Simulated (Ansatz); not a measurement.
# CH4BNSi: the cost of one run

Computed with Ansatz 0.2.0, Gaussian basis. Level: unrestricted cation, the program's frozen cores in correlated methods.

Plan: UKS PBE-D4/def2-TZVPP; UKS r2SCAN-D4/def2-TZVPP; UKS PBE0-D4/def2-TZVPP; UKS B3LYP-D4/def2-TZVPP; UKS wB97X-V/def2-TZVPP; UKS wB97M-V/def2-TZVPP; UKS B2PLYP/def2-TZVPP; UHF-MP2/def2-TZVPP; UHF-MP2/def2-QZVPP; then −ε(HOMO) from the neutral's earlier runs with LDA (SPW92), PBE-D4, revPBE-D4, BLYP-D4, r2SCAN-D4, B97M-V, PBE0-D4, B3LYP-D4, r2SCANh-D4, r2SCAN0-D4, HSE06-D4, BHLYP-D4, CAM-B3LYP-D4, LC-ωPBE, ωB97X-V, ωB97M-V.

1 further run of the same task is left out (it didn't finish).

### 1 The geometry

An earlier PBE0-D4 in a triple-zeta def2 set relaxation fixed the geometry.

SMILES `B[SiH2]C#N`, 8 atoms, charge 0, spin multiplicity 1.

Atoms are counted from 1 here; the program's logs count them from 0.

Bond lengths: B1–Si2 2.008 Å, B1–H5 1.192 Å, B1–H6 1.195 Å, Si2–C3 1.852 Å, Si2–H7 1.486 Å, Si2–H8 1.486 Å, C3–N4 1.152 Å. Angles: Si2–B1–H5 123.0°, Si2–B1–H6 118.1°, H5–B1–H6 118.9°, B1–Si2–C3 112.5°, B1–Si2–H7 111.2°, B1–Si2–H8 111.1°, C3–Si2–H7 106.3°, C3–Si2–H8 106.3°, H7–Si2–H8 109.2°, Si2–C3–N4 178.5°.

Geometry (Å):

```xyz
8
CH4BNSi
B    -1.13440    0.89890   -0.41585
Si    0.27709   -0.11073    0.59410
C     1.28386   -1.21280   -0.50275
N     1.89397   -1.88918   -1.20816
H    -1.29316    0.78991   -1.59198
H    -1.84342    1.64037    0.19619
H    -0.32859   -0.99115    1.62665
H     1.23684    0.81768    1.24611
```

### 2 Cation, UKS PBE-D4/def2-TZVPP

The input, in.yaml:

```yaml
crystal:
  periodic: [false, false, false]
  atoms:
    - {symbol: B, position_ang: [-1.134396, 0.898897, -0.415849]}
    - {symbol: Si, position_ang: [0.277090, -0.110728, 0.594101]}
    - {symbol: C, position_ang: [1.283863, -1.212796, -0.502754]}
    - {symbol: N, position_ang: [1.893968, -1.889178, -1.208158]}
    - {symbol: H, position_ang: [-1.293158, 0.789908, -1.591985]}
    - {symbol: H, position_ang: [-1.843422, 1.640371, 0.196191]}
    - {symbol: H, position_ang: [-0.328588, -0.991151, 1.626647]}
    - {symbol: H, position_ang: [1.236843, 0.817677, 1.246107]}
basis:
  gaussian: {orbitals: def2-TZVPP}
total_charge: 1
magnetization: {spin_polarized: true, initial_magnetization: 1}
hamiltonian: {xc: pbe, dispersion: d4}
```

Started as:

```console
$ ansatz run in.yaml --threads 2 --pin off --events-out ev --progress --plain --max-ram 4352MiB
```

**Question.** How long does this run take on 2 threads of Arm Neoverse N1, shared host, and how much memory does it need?

About 15 s, with a peak of 0.32 GiB.
